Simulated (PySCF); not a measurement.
**SnC+: from the state search to spectroscopic constants**

An exercise on one series of results from a longer session: the logs are not shown, and one member is left open.

Computed with PySCF 2.14.0. Level: Sn aug-cc-pVDZ-PP with ECP28, C aug-cc-pVDZ, scalar-relativistic core potentials.

The first run:

A driver script around PySCF takes these settings:

- atoms: Sn, C
- charge: 1
- basis: Sn aug-cc-pVDZ-PP with ECP28, C aug-cc-pVDZ
- Hamiltonian: scalar-relativistic core potentials
- basis functions: 55
- electrons treated: 27
- masses in u: 119.9022, 12.0000
- levels: PBE0, PBE, r²SCAN, B3LYP, M06-2X, BP86, HSE06, HF, MP2, SCS-MP2, CCSD, CCSD(T)
- grid: 80 radial by 434 angular points
- occupations: held fixed by the projection of orbital angular momentum
- dissociation limit: Sn+ + C, each in its ground configuration
- starting distance in angstrom: 2.160
- values of 2S to try: 1, 3

Run with:

```
$ OMP_NUM_THREADS=1 python dia.py task.json out
```

Steps of the session up to this table: The job; First curve: PBE0; Higher solutions at PBE0; PBE (GGA); r²SCAN (meta-GGA); B3LYP (global hybrid GGA); M06-2X (hybrid meta-GGA); BP86 (GGA); HSE06; UHF (mean field); Adding correlation.

One of the session's tables, all rows but one given; the rest of the session is left out.

| level | Re (Å) | ωe (cm⁻¹) | De (eV) |
| --- | --- | --- | --- |
| UHF | 2.105 | 645 | 1.59 |
| UHF-MP2 | 2.124 | 620 | 2.37 |
| UHF-SCS-MP2 | 2.122 | 622 | 2.04 |
| UHF-CCSD | 2.134 | 597 | 2.24 |
| UHF-CCSD(T) | 2.144 | 580 | 2.37 |
| PBE | 2.160 | 545 | 3.06 |
| BP86 | 2.164 | 540 | 3.00 |
| r²SCAN | 2.135 | 581 | 2.93 |
| B3LYP | 2.149 | 562 | 2.56 |
| PBE0 | 2.128 | 590 | 2.75 |
| HSE06 | ? | ? | ? |
| M06-2X | 2.134 | 596 | 2.44 |

Q: Estimate the row for HSE06 from the others.

**Answer.** Re (Å): 2.130; ωe (cm⁻¹): 588; De (eV): 2.77. In the column «Re (Å)» it lies between PBE0 (2.128) and UHF-CCSD (2.134).

De is counted to Sn+ + C in their ground configurations. A positive dipole points from Sn to C; in an ion it is taken about the centre of mass and does not tell which atom is negative.

Time per point (s) on 1 thread of Oxide Virtual Turin-like, shared host (CPU time, shared integrals of 0.22 s apart; correlated levels include their reference; CCSD comes with the CCSD(T) run); the times are rough: UHF 0.32, UHF-MP2 0.45, UHF-SCS-MP2 0.45, UHF-CCSD(T) 13, PBE 0.91, BP86 0.61, r²SCAN 1.2, B3LYP 1.1, PBE0 1.7, HSE06 1.6, M06-2X 1.4.

Limits of these values: Lowest PBE0 solution found, without spin–orbit coupling: ⁴Σ⁻ (quartet), unpaired electrons σ ↑, π ↑↑. T1 is 0.034 near the minimum (highest on the curve 0.053), which may point to more than one leading configuration. Warnings in the runs' records: inverted.
